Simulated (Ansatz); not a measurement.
a series on the fluorite structure: Li2Sn, Rb2Sn, Cs2Sn: a table of relaxed lattice constants and trends, run with Ansatz 0.2.0 through its Python package.

Script `li2sn_series.py`:
```python
import warnings

import ansatz as az
import numpy as np
import pandas as pd


def fluorite(first, second, a):
    return (
        az.Lattice.fcc(a)
        .space_group(225)
        .atom(first, [0, 0, 0])
        .atom(second, [0.25, 0.25, 0.25])
        .primitive()
    )


def run_phase(name, crystal, relax=True):
    calc = (
        crystal.calculation()
        .functional('pbe')
        .basis(550)
        .kpoints(spacing=0.15)
        .occupations('gaussian', width=0.1)
        .stress()
        .band_table()
    )
    if relax:
        calc = calc.relax(force_tolerance=0.02, cell=True)
    return calc.run()

def bulk_modulus(name, outcome, step=0.01):
    # B = -V dP/dV from the pressures of two uniformly scaled cells, atoms held at their fractions
    pressure = []
    for factor in (1 - step, 1.0, 1 + step):
        cell = az.Crystal(lattice=az.Lattice.of(outcome.lattice.cell_ang * factor ** (1 / 3)))
        for site in outcome.report['lattice']['sites']:
            cell = cell.atom(site['symbol'], site['position_frac'])
        pressure.append(np.trace(run_phase(name, cell, relax=False).report['stress_gpa']) / 3)
    slope, bend = (pressure[0] - pressure[2]) / (2 * step), abs(pressure[0] + pressure[2] - 2 * pressure[1])
    # a jump of mesh or basis between the cells shows as a kink: no modulus then
    return float(slope) if bend < 12 * step**2 * abs(slope) + 0.15 and abs(pressure[1]) < 1.5 else float('nan')


def volume_per_atom(outcome):
    return abs(np.linalg.det(outcome.lattice.cell_ang)) / len(outcome.lattice.sites)

warnings.simplefilter('ignore', az.DeckWarning)

phases = {}
phases['Li2Sn'] = fluorite('Sn', 'Li', 6.75)
phases['Rb2Sn'] = fluorite('Sn', 'Rb', 9.08)
phases['Cs2Sn'] = fluorite('Sn', 'Cs', 9.68)

done = {}
for name, crystal in phases.items():
    try:
        done[name] = run_phase(name, crystal)
    except az.NonConvergedError as error:
        print(name, 'did not converge:', str(error)[:120])

rows = [(name, (4 * len(o.lattice.sites) * volume_per_atom(o)) ** (1 / 3), volume_per_atom(o), bulk_modulus(name, o)) for name, o in done.items()]
print(pd.DataFrame(rows, columns=['compound', 'a (A)', 'V (A^3/atom)', 'B (GPa)']).round(4).to_string(index=False))
```

Rank the compounds by their relaxed volume per atom.

From smallest to largest: Li2Sn (23.49 Å³), Rb2Sn (60.24 Å³) and Cs2Sn (67.47 Å³). The largest is 187 % above the smallest.

The output:

```console
$ python li2sn_series.py
compound  a (A)  V (A^3/atom)  B (GPa)
   Li2Sn 6.5566       23.4884  21.6532
   Rb2Sn 8.9747       60.2392   6.7592
   Cs2Sn 9.3203       67.4702   5.8196
```

What to keep in mind:
- The bulk modulus is taken at fixed shape and positions, an upper value where these are free.
- Pressure is positive in compression.
- The cells are built on a prototype by substitution; a member may or may not take this structure in nature.
- Hardware and time: 2.7 min on 1 thread of Arm Neoverse V2, with other jobs on the host, peak memory 0.79 GiB.
